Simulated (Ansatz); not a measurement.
**FH₄NOSSn: a ladder of functionals and wavefunction methods**

The task here is to estimate one member of a computed series from the others.

Computed with Ansatz 0.2.0, Gaussian basis. Level: functionals in def2-TZVPP, the program's frozen cores in correlated methods.

The runs, in order: LDA (SPW92), PBE-D4, revPBE-D4, BLYP-D4, r2SCAN-D4, B97M-V, PBE0-D4, B3LYP-D4, r2SCANh-D4, r2SCAN0-D4, HSE06-D4, BHLYP-D4, CAM-B3LYP-D4, LC-ωPBE, ωB97X-V, ωB97M-V, B2PLYP, PBE-QIDH; CCSD(T)/def2-SVP; CCSD(T)/def2-TZVPP; MP2/def2-QZVPP; extrapolation to the limit; RPA on PBE.

**The geometry**

The geometry comes from an earlier relaxation with PBE0-D4 in a triple-zeta def2 set; it is a stationary point, not always the lowest conformer. Sn takes the def2 core potential; no spin-orbit term is included.

SMILES `[NH2][Sn]([OH])([F])[SH]`, 9 atoms, charge 0, spin multiplicity 1.

Atoms are counted from 1 here; the program's logs count them from 0.

Bond lengths: N1–Sn2 1.989 Å, N1–H6 1.012 Å, N1–H7 1.011 Å, Sn2–O3 1.941 Å, Sn2–F4 1.927 Å, Sn2–S5 2.371 Å, O3–H8 0.961 Å, S5–H9 1.345 Å. Angles: Sn2–N1–H6 113.4°, Sn2–N1–H7 114.2°, H6–N1–H7 109.2°, N1–Sn2–O3 103.9°, N1–Sn2–F4 115.2°, N1–Sn2–S5 113.2°, O3–Sn2–F4 104.9°, O3–Sn2–S5 117.1°, F4–Sn2–S5 102.6°, Sn2–O3–H8 113.4°, Sn2–S5–H9 90.2°.

Set-up of the first run:

in.yaml reads:

```yaml
crystal:
  periodic: [false, false, false]
  atoms:
    - {symbol: N, position_ang: [1.291560, 1.213853, -0.487896]}
    - {symbol: Sn, position_ang: [-0.071718, -0.133739, 0.041078]}
    - {symbol: O, position_ang: [0.931813, -1.790954, 0.164588]}
    - {symbol: F, position_ang: [-1.439572, -0.477803, -1.272315]}
    - {symbol: S, position_ang: [-1.333013, 0.508180, 1.943939]}
    - {symbol: H, position_ang: [1.897338, 0.900076, -1.235277]}
    - {symbol: H, position_ang: [0.909414, 2.118887, -0.727111]}
    - {symbol: H, position_ang: [0.374312, -2.568613, 0.250578]}
    - {symbol: H, position_ang: [-2.471735, 0.183712, 1.305318]}
basis:
  gaussian: {orbitals: def2-TZVPP}
hamiltonian: {xc: lda}
output: {orbitals: {seedname: orbitals}}
```

Run with:

```bash
> ansatz run in.yaml --threads 4 --pin off --events-out ev --progress --plain --max-ram 10444MiB
```

Among the steps run: LDA; PBE-D4 (GGA); revPBE-D4 (GGA); BLYP-D4 (GGA); r2SCAN-D4 (meta-GGA); B97M-V (meta-GGA); PBE0-D4 (hybrid); B3LYP-D4 (hybrid); r2SCANh-D4 (hybrid); r2SCAN0-D4 (hybrid); HSE06-D4 (hybrid); BHLYP-D4 (hybrid); CAM-B3LYP-D4 (range-separated); LC-ωPBE (range-separated); ωB97X-V (range-separated); ωB97M-V (range-separated); B2PLYP (double hybrid); PBE-QIDH (double hybrid).

One of the session's tables, all rows but one given; the rest of the session is left out.

It belongs to the step «Orbital energies across the functionals». 

| functional | HOMO (eV) | LUMO (eV) | gap (eV) |
| --- | --- | --- | --- |
| LDA (SPW92) | -6.84 | -2.83 | 4.00 |
| PBE-D4 | -6.67 | -2.53 | 4.15 |
| revPBE-D4 | -6.61 | -2.41 | 4.20 |
| BLYP-D4 | -6.52 | -2.49 | 4.03 |
| r2SCAN-D4 | -6.99 | -2.28 | 4.71 |
| B97M-V | -7.04 | -2.26 | 4.78 |
| PBE0-D4 | -8.00 | -1.58 | 6.42 |
| B3LYP-D4 | ? | ? | ? |
| r2SCANh-D4 | -7.48 | -1.94 | 5.54 |
| r2SCAN0-D4 | -8.21 | -1.43 | 6.78 |
| HSE06-D4 | -7.60 | -1.95 | 5.64 |
| BHLYP-D4 | -9.15 | -0.65 | 8.50 |
| CAM-B3LYP-D4 | -9.36 | -0.62 | 8.74 |
| LC-ωPBE | -10.79 | 0.70 | 11.49 |
| ωB97X-V | -10.40 | 0.54 | 10.94 |
| ωB97M-V | -10.24 | 0.36 | 10.60 |

**Question.** Estimate the row for B3LYP-D4.

Worked estimate for «HOMO (eV)». Against the share of exact exchange, BLYP-D4 (0, -6.52), BHLYP-D4 (0.5, -9.15) give a slope of -5.26 per unit share; at 0.2 the line stands at -7.57.

The run gave: HOMO (eV): -7.74; LUMO (eV): -1.92; gap (eV): 5.82. In «HOMO (eV)» the line misses by +0.17.
